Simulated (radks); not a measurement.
# Polarisabilities and dispersion coefficients of W, Pm²⁺, Tm and others

The task here is to estimate one member of a computed series from the others.

Program: radks (a radial shooting solver on a logarithmic mesh, Libxc functionals) version 1. Level of theory: scalar-relativistic Kohn-Sham, LB94 model potential, spin-unpolarised, spherical densities, finite nucleus. These are calculated values, not measurements, unless marked.

1 further run of the same task is left out (set aside as unsound or not needed).

## What is computed

* species: W ([Xe] 4f14 5d4 6s2), Pm²⁺ ([Xe] 4f5), Tm ([Xe] 4f13 6s2), Cl ([Ne] 3s2 3p5), Sm ([Xe] 4f6 6s2), Re ([Xe] 4f14 5d5 6s2), Pm ([Xe] 4f5 6s2), Ag ([Kr] 4d10 5s1)

LB94 adds a gradient term to the LDA potential that gives it a −1/r tail. It is a model potential with no energy functional, so Etot and Exc are not given.

Set-up of the first run:

The run's settings:

```text
Z 74
configuration [Xe] 4f14 5d4 6s2
relativity scalar-relativistic
functional lda,pw
model_potential LB94
spin unpolarised
nucleus finite rms 5.3658 fm
c 137.035999084
response adiabatic LDA kernel
```

Among the steps run: W, [Xe] 4f14 5d4 6s2; Pm²⁺, [Xe] 4f5; Tm, [Xe] 4f13 6s2; Cl, [Ne] 3s2 3p5; Sm, [Xe] 4f6 6s2; Re, [Xe] 4f14 5d5 6s2; Pm, [Xe] 4f5 6s2; Ag, [Kr] 4d10 5s1.

One of the session's tables, all rows but one given; the rest of the session is left out.

```
species  −ε(HOMO) (eV)  α (bohr³)  α uncoupled (bohr³)  C6 (hartree bohr⁶)  recommended α (bohr³)
      W          9.071      54.23                109.8               614.2                     68
   Pm²⁺         23.168      10.23                22.33               59.17                      -
     Tm          7.003      100.5                177.9                1239                    144
     Cl         13.585      14.96                22.79               94.54                   14.6
     Sm          6.449      135.3                247.7                1937                    192
     Re         10.019      47.42                96.84               520.5                     62
     Pm              ?          ?                    ?                   ?                      ?
     Ag          9.228      31.28                53.51               229.1                     55
```

**Question.** Estimate the row for Pm.

As computed: −ε(HOMO) (eV): 6.367; α (bohr³): 141.7; α uncoupled (bohr³): 261.5; C6 (hartree bohr⁶): 2078; recommended α (bohr³): 200. In the column «−ε(HOMO) (eV)» it is the lowest.

C8 is given only where no p, d or f shell is open. For heavy and open-shell atoms this level can miss by tens of per cent.
